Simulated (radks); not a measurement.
**Rh in [Kr] 4d8 5s1: an all-electron calculation**

One table from this session's results is given with a row withheld; the runs are named, their logs left out.

Program: radks (a radial shooting solver on a logarithmic mesh, Libxc functionals) version 1. Level of theory: Dirac Kohn-Sham, Wu-Cohen GGA, spin-unpolarised, spherical densities, point nucleus; open shells are shared between the two j in proportion to 2j + 1. These are calculated values, not measurements, unless marked.

### Starting point

| Property | Result |
| --- | --- |
| element | rhodium (Z = 45) |
| charge | 0 |
| electrons | 45 |
| configuration | [Kr] 4d8 5s1 |

Outer shells as boxes (Hund's rule):

Rh
```
[Kr] core
4d [↑↓][↑↓][↑↓][↑ ][↑ ]
5s [↑ ]
```

The first run:

Settings of this run:

```text
Z 45
configuration [Kr] 4d8 5s1 5p0 6s0 4f0 5d0
relativity Dirac
functional wc,pbe
spin unpolarised
j_filling average
nucleus point
c 137.035999084
```

The run is started by

```
$ python run_ks.py task.json out
```

This one command runs every case of the session in turn.

Steps of the session up to this table: Self-consistent calculation.

One of the session's tables, all rows but one given; the rest of the session is left out.

It belongs to the step «Shells». From the orbitals of this run (lengths in bohr):

| level | <r> | outermost maximum (interpolated) | 90 % within | nodes |
| --- | --- | --- | --- | --- |
| 1s1/2 | 0.03263 | 0.0212 | 0.0585 | 0 |
| 2s1/2 | 0.1416 | 0.120 | 0.219 | 1 |
| 2p1/2 | 0.1203 | 0.0929 | 0.197 | 0 |
| 2p3/2 | 0.1252 | 0.0970 | 0.204 | 0 |
| 3s1/2 | 0.3906 | 0.352 | 0.576 | 2 |
| 3p1/2 | 0.3832 | 0.338 | 0.578 | 1 |
| 3p3/2 | 0.3939 | 0.348 | 0.594 | 1 |
| 3d3/2 | 0.3684 | 0.290 | 0.586 | 0 |
| 3d5/2 | 0.3719 | 0.292 | 0.591 | 0 |
| 4s1/2 | 0.9798 | 0.881 | 1.43 | 3 |
| 4p1/2 | 1.060 | 0.927 | 1.57 | 2 |
| 4p3/2 | 1.092 | 0.952 | 1.62 | 2 |
| 4d3/2 | 1.577 | 1.14 | 2.59 | 1 |
| 4d5/2 | 1.604 | 1.15 | 2.64 | 1 |
| 5s1/2 | ? | ? | ? | ? |
| 5p1/2 | 5.163 | 3.66 | 8.36 | 3 |

**Question.** Estimate the row for 5s1/2.

The run gave: <r>: 3.262; outermost maximum (interpolated): 2.63; 90 % within: 4.97; nodes: 4. In the column «<r>» it lies between 4d5/2 (1.604) and 5p1/2 (5.163).

To keep in mind: Spin polarisation and multiplet splitting are left out.
